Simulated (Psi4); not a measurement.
# triplet H2: levels of theory compared

We compute a comparison of 6 runs (UHF/aug-cc-pVTZ, U-r2SCAN/aug-cc-pVTZ, U-wB97X/aug-cc-pVTZ, UBLYP/aug-cc-pVTZ, UMP2/aug-cc-pVTZ, FCI/aug-cc-pVTZ) of triplet H2. 

Program for the calculation: Psi4 1.11.

9 further runs of the same task are left out: 7 that didn't finish, 2 set aside as unsound or not needed.

## 1. The structure to begin with

The species is H2 (2 atoms), meant as a triplet with charge 0. SMILES of the parent species: `[H][H]`. The coordinates come from a PBE0-D4/def2-TZVP relaxation. That shape belongs to the parent species and isn't relaxed for this state.

Bond lengths: H1–H2 0.746 Å.

## 2. Energy and gradient at UHF/aug-cc-pVTZ (run 1)

job.py

```python
import psi4

psi4.set_memory('1600 MB')
psi4.set_num_threads(1)
psi4.set_output_file('h2.out', False)

m = psi4.geometry("""
0 3
H
H 1 0.746146
symmetry c1
no_reorient
no_com
""")

psi4.set_options({
    'basis': 'aug-cc-pVTZ',
    'reference': 'uhf',
    'puream': True,
    'e_convergence': 1e-09,
    'd_convergence': 1e-08,
    'scf_type': 'pk',
    'maxiter': 100,
})

e_tot = psi4.gradient("hf")
print('gradient / Eh bohr^-1')
print(e_tot.np.round(6))
for k, v in sorted(psi4.core.scalar_variables().items()):
    print(f'{k:45s} {v:18.10f}')
```

Launch:

```sh
python job.py
```

h2.out:

```text
[...]
  Running in c1 symmetry.
[...]
  Nuclear repulsion =    0.709214028715560
[...]
  Multiplicity = 3
[...]
  Nalpha       = 2
  Nbeta        = 0
[...]
    Number of basis functions: 46
[...]
   @UHF iter   1:    -0.67797170014047    1.59336e-01   4.49376e-03 ADIIS/DIIS
[...]
   @UHF iter   8:    -0.78050181720504   -6.14782e-11   6.57234e-09 DIIS
[...]
   @S^2 Observed:                2.000000000E+00
[...]
    Orbital Energies [Eh]
    ---------------------
    Alpha Occupied:
       1A     -0.912973     2A     -0.215721
    Alpha Virtual:
       3A      0.033494     4A      0.078801     5A      0.156779
       6A      0.156779     7A      0.240340     8A      0.270713
       9A      0.270713    10A      0.347698    11A      0.350518
      12A      0.637419    13A      0.716392    14A      0.716392
      15A      0.789580    16A      0.789580    17A      0.825324
      18A      0.825324    19A      0.829478    20A      0.986238
      21A      0.996903    22A      0.996903    23A      1.016091
      24A      1.016091    25A      1.384397    26A      1.822527
[...]
  @UHF Final Energy:    -0.78050181720504
   => Energetics <=
    Nuclear Repulsion Energy =              0.7092140287155598
    One-Electron Energy =                  -1.8507371117479858
    Two-Electron Energy =                   0.3610212658273875
    Total Energy =                         -0.7805018172050386
  UHF NO Occupations:
  HONO-1 :    1  A 1.0000000
  HONO-0 :    2  A 1.0000000
[...]
 Multipole Moments:
 ------------------------------------------------------------------------------------
     Multipole            Electronic (a.u.)      Nuclear  (a.u.)        Total (a.u.)
 ------------------------------------------------------------------------------------
 L = 1.  Multiply by 2.5417464519 to convert [e a0] to [Debye]
 Dipole X            :          0.0000000            0.0000000            0.0000000
 Dipole Y            :         -0.0000000            0.0000000           -0.0000000
 Dipole Z            :         -0.0000000            0.0000000           -0.0000000
 Magnitude           :                                                    0.0000000
[...]
  -Total Gradient:
     Atom            X                  Y                   Z
    ------   -----------------  -----------------  -----------------
       1        0.000000000000    -0.000000000000     0.271414922172
       2       -0.000000000000     0.000000000000    -0.271414922172
[...]
```

On the terminal:

```text
gradient / Eh bohr^-1
[[ 0.       -0.        0.271415]
 [-0.        0.       -0.271415]]
CURRENT ENERGY                                     -0.7805018172
CURRENT REFERENCE ENERGY                           -0.7805018172
DD SOLVATION ENERGY                                 0.0000000000
HF KINETIC ENERGY                                   1.1632528885
HF POTENTIAL ENERGY                                -1.9437547057
HF TOTAL ENERGY                                    -0.7805018172
HF VIRIAL RATIO                                     1.6709648649
NUCLEAR REPULSION ENERGY                            0.7092140287
ONE-ELECTRON ENERGY                                -1.8507371117
PCM POLARIZATION ENERGY                             0.0000000000
PE ENERGY                                           0.0000000000
SCF ITERATION ENERGY                               -0.7805018172
SCF ITERATIONS                                      8.0000000000
SCF TOTAL ENERGY                                   -0.7805018172
TWO-ELECTRON ENERGY                                 0.3610212658
```

Run time: 0.88 s. Hardware: 1 thread of AMD EPYC 9R45 (Zen 5), shared host; peak memory 0.19 GiB.

## 3. Energy and gradient at U-r2SCAN/aug-cc-pVTZ (run 2)

h2.py

```python
import psi4

psi4.set_memory('1600 MB')
psi4.set_num_threads(1)
psi4.set_output_file('run.log', False)

m = psi4.geometry("""
0 3
H      0.319300    -0.099200     0.165500
H     -0.319300     0.099200    -0.165500
symmetry c1
no_reorient
no_com
""")

psi4.set_options({
    'reference': 'uks',
    'puream': True,
    'e_convergence': 1e-09,
    'd_convergence': 1e-08,
    'scf_type': 'pk',
    'dft_radial_points': 99,
    'dft_spherical_points': 590,
    'maxiter': 100,
})

energy_value, wavefunction = psi4.gradient("r2scan/aug-cc-pVTZ", return_wfn=True)
psi4.oeprop(wavefunction, "QUADRUPOLE", "MULLIKEN_CHARGES", "WIBERG_LOWDIN_INDICES")
print('gradient / Eh bohr^-1')
print(energy_value.np.round(6))
print(f'energy = {wavefunction.energy():.10f} Eh')
```

Launch:

```sh
python h2.py
```

run.log, shortened:

```text
[...]
  Running in c1 symmetry.
[...]
  Nuclear repulsion =    0.709214241018519
[...]
  Multiplicity = 3
[...]
  Nalpha       = 2
  Nbeta        = 0
[...]
    Number of basis functions: 46
[...]
   @UKS iter   1:    -0.79099014125052    1.38983e-01   1.51583e-03 ADIIS/DIIS
[...]
   @UKS iter   6:    -0.79531081368764   -6.02587e-11   5.75360e-09 DIIS
[...]
   @S^2 Observed:                2.000000000E+00
[...]
  @UKS Final Energy:    -0.79531081368764
   => Energetics <=
    Nuclear Repulsion Energy =              0.7092142410185192
    One-Electron Energy =                  -1.8428211081676098
    Two-Electron Energy =                   0.9720359450453704
    DFT Exchange-Correlation Energy =      -0.6337398915839239
    Empirical Dispersion Energy =           0.0000000000000000
    VV10 Nonlocal Energy =                  0.0000000000000000
    Total Energy =                         -0.7953108136876441
[...]
  -Total Gradient:
     Atom            X                  Y                   Z
    ------   -----------------  -----------------  -----------------
       1       -0.225329350165     0.070005235003    -0.116793007993
       2        0.225329350165    -0.070005235003     0.116793007993
[...]
 Multipole Moments:
 ------------------------------------------------------------------------------------
     Multipole            Electronic (a.u.)      Nuclear  (a.u.)        Total (a.u.)
 ------------------------------------------------------------------------------------
 L = 1.  Multiply by 2.5417464519 to convert [e a0] to [Debye]
 Dipole X            :          0.0000000            0.0000000            0.0000000
 Dipole Y            :         -0.0000000            0.0000000           -0.0000000
 Dipole Z            :          0.0000000            0.0000000            0.0000000
 Magnitude           :                                                    0.0000000
 L = 2.  Multiply by 1.3450342976 to convert [e a0^2] to [Debye ang]
 Quadrupole XX       :         -6.5080005            0.7281579           -5.7798426
 Quadrupole XY       :          1.1990401           -0.2262238            0.9728163
[...]
  Mulliken Charges: (a.u.)
   Center  Symbol    Alpha    Beta     Spin     Total
[...]
```

The script printed:

```text
gradient / Eh bohr^-1
[[-0.225329  0.070005 -0.116793]
 [ 0.225329 -0.070005  0.116793]]
energy = -0.7953108137 Eh
```

Run time: 4.8 s. Hardware: 1 thread of AMD EPYC 9R45 (Zen 5), shared host; peak memory 0.6 GiB.

## 4. Energy and forces at U-wB97X/aug-cc-pVTZ (run 3)

h2.xyz

```xyz
2
H2
H      0.319300    -0.099200     0.165500
H     -0.319300     0.099200    -0.165500
```

h2.py

```python
import psi4

psi4.set_memory('1600 MB')
psi4.set_num_threads(1)
psi4.core.set_output_file('psi4.out', False)

with open('h2.xyz') as f:
    atoms = ''.join(f.readlines()[2:])
molecule = psi4.geometry('0 3\n' + atoms + 'symmetry c1')

options = {'reference': 'uks', 'puream': True, 'e_convergence': 1e-09, 'd_convergence': 1e-08, 'scf_type': 'pk', 'dft_radial_points': 99, 'dft_spherical_points': 590, 'maxiter': 100}
psi4.set_options(options)

E = psi4.gradient('wb97x/aug-cc-pVTZ')
print('gradient / Eh bohr^-1')
print(E.np.round(6))
```

Launch:

```sh
python h2.py
```

psi4.out:

```text
[...]
  Running in c1 symmetry.
[...]
  Nuclear repulsion =    0.709214241018519
[...]
  Multiplicity = 3
[...]
  Nalpha       = 2
  Nbeta        = 0
[...]
    Number of basis functions: 46
[...]
   @UKS iter   1:    -0.74251003957188    1.49303e-01   3.38744e-03 ADIIS/DIIS
[...]
   @UKS iter   8:    -0.78802219623351   -2.17468e-11   5.96940e-09 DIIS
[...]
   @S^2 Observed:                2.000000000E+00
[...]
    Orbital Energies [Eh]
    ---------------------
    Alpha Occupied:
       1A     -0.793360     2A     -0.193685
    Alpha Virtual:
       3A      0.029785     4A      0.078432     5A      0.148374
       6A      0.148374     7A      0.228184     8A      0.263257
       9A      0.263257    10A      0.334389    11A      0.340997
      12A      0.609589    13A      0.696554    14A      0.696554
      15A      0.727013    16A      0.727013    17A      0.785410
      18A      0.785410    19A      0.792013    20A      0.939110
      21A      0.962454    22A      0.962454    23A      0.979908
      24A      0.979908    25A      1.295150    26A      1.732598
[...]
  @UKS Final Energy:    -0.78802219623351
   => Energetics <=
    Nuclear Repulsion Energy =              0.7092142410185193
    One-Electron Energy =                  -1.8448308623504215
    Two-Electron Energy =                   0.6440012337453680
    DFT Exchange-Correlation Energy =      -0.2964068086469737
    Empirical Dispersion Energy =           0.0000000000000000
    VV10 Nonlocal Energy =                  0.0000000000000000
    Total Energy =                         -0.7880221962335078
[...]
 Multipole Moments:
 ------------------------------------------------------------------------------------
     Multipole            Electronic (a.u.)      Nuclear  (a.u.)        Total (a.u.)
 ------------------------------------------------------------------------------------
 L = 1.  Multiply by 2.5417464519 to convert [e a0] to [Debye]
 Dipole X            :          0.0000000            0.0000000            0.0000000
 Dipole Y            :         -0.0000000            0.0000000           -0.0000000
 Dipole Z            :          0.0000000            0.0000000            0.0000000
 Magnitude           :                                                    0.0000000
[...]
  -Total Gradient:
     Atom            X                  Y                   Z
    ------   -----------------  -----------------  -----------------
       1       -0.268616251928     0.000000000000    -0.000000000000
       2        0.268616251928    -0.000000000000     0.000000000000
[...]
```

On the terminal:

```text
gradient / Eh bohr^-1
[[-0.268616  0.       -0.      ]
 [ 0.268616 -0.        0.      ]]
```

It took 2.7 s on 1 thread of AMD EPYC 9R45 (Zen 5), shared host; peak memory 0.36 GiB.

Runs 4 to 5 aren't shown in full; the table further down has their settings and results.

## 5. A single-point energy at FCI/aug-cc-pVTZ (run 6)

h2.xyz is that of step 4.

h2_ase.py

```python
import numpy as np
from ase.calculators.psi4 import Psi4
from ase.io import read

atoms = read('h2.xyz')
calc = Psi4(atoms=atoms, method='fci', basis='aug-cc-pVTZ', memory='1600MB', num_threads=1, charge=0, multiplicity=3, label='h2', reference='rohf')
calc.psi4.set_options({'puream': True, 'e_convergence': 1e-09, 'd_convergence': 1e-08, 'scf_type': 'pk', 'num_frozen_docc': 0, 'maxiter': 100})
atoms.calc = calc

print(f'energy: {atoms.get_potential_energy():.6f} eV')
```

Launch:

```sh
python h2_ase.py
```

h2.dat:

```text
[...]
  Running in c1 symmetry.
[...]
  Nuclear repulsion =    0.709214241018519
[...]
  Multiplicity = 3
[...]
  Nalpha       = 2
  Nbeta        = 0
[...]
    Number of basis functions: 46
[...]
   @ROHF iter   1:    -0.67797158590882    1.59336e-01   4.49376e-03 DIIS
[...]
   @ROHF iter  10:    -0.78050170264445   -1.30884e-11   2.96537e-09 DIIS
[...]
    Orbital Energies [Eh]
    ---------------------
    Doubly Occupied:
    Singly Occupied:
       1A     -0.507923     2A      0.004860
    Virtual:
       3A      0.042634     4A      0.091708     5A      0.173749
       6A      0.173749     7A      0.269584     8A      0.282412
       9A      0.282412    10A      0.368651    11A      0.376544
      12A      0.671915    13A      0.726045    14A      0.726045
      15A      0.831837    16A      0.831837    17A      0.848200
      18A      0.848200    19A      0.860819    20A      1.007114
[...]
  @ROHF Final Energy:    -0.78050170264445
[...]
 Multipole Moments:
 ------------------------------------------------------------------------------------
     Multipole            Electronic (a.u.)      Nuclear  (a.u.)        Total (a.u.)
 ------------------------------------------------------------------------------------
 L = 1.  Multiply by 2.5417464519 to convert [e a0] to [Debye]
 Dipole X            :         -0.0000000            0.0000000           -0.0000000
 Dipole Y            :          0.0000000            0.0000000            0.0000000
 Dipole Z            :         -0.0000000            0.0000000           -0.0000000
 Magnitude           :                                                    0.0000000
[...]
Warning: iopen=0,opentype!=closed. Making iopen=1
[...]
   ==> Energetics <==
    SCF energy =           -0.780501702644455
    Total CI energy =      -0.786117588840961
[...]
```

On the terminal:

```text
energy: -21.391349 eV
```

Run time: 1.1 s. Hardware: 1 thread of AMD EPYC 9R45 (Zen 5), shared host; peak memory 0.25 GiB.

## 6. The series

```csv
run,level,integration grid,task,energy (Eh),dipole moment (D),HOMO energy (eV),⟨S²⟩,wall time
1,UHF/aug-cc-pVTZ,–,gradient,-0.780502,0.00,-5.87,2.000,0.88 s
2,U-r2SCAN/aug-cc-pVTZ,99 radial × 590 angular,gradient,-0.795311,0.00,-2.69,2.000,4.8 s
3,U-wB97X/aug-cc-pVTZ,99 radial × 590 angular,gradient,-0.788022,0.00,-5.27,2.000,2.7 s
4,UBLYP/aug-cc-pVTZ,99 radial × 590 angular,gradient,-0.787926,0.00,-2.42,2.000,2.3 s
5,UMP2/aug-cc-pVTZ,–,energy,-0.784609,–,-5.87,2.000,0.94 s
6,FCI/aug-cc-pVTZ,–,energy,-0.786118,–,–,–,1.1 s
```

## 7. What came out

| quantity | value |
| --- | --- |
| run 6: total energy | -0.78612 Eh |
| run 6: correlation energy | -5.6 mEh |

Against full CI in this basis: UHF +5.6 mEh; UMP2 +1.5 mEh. Totals of different functionals can't be ranked against each other. All runs together took 13 s, the longest 4.8 s.
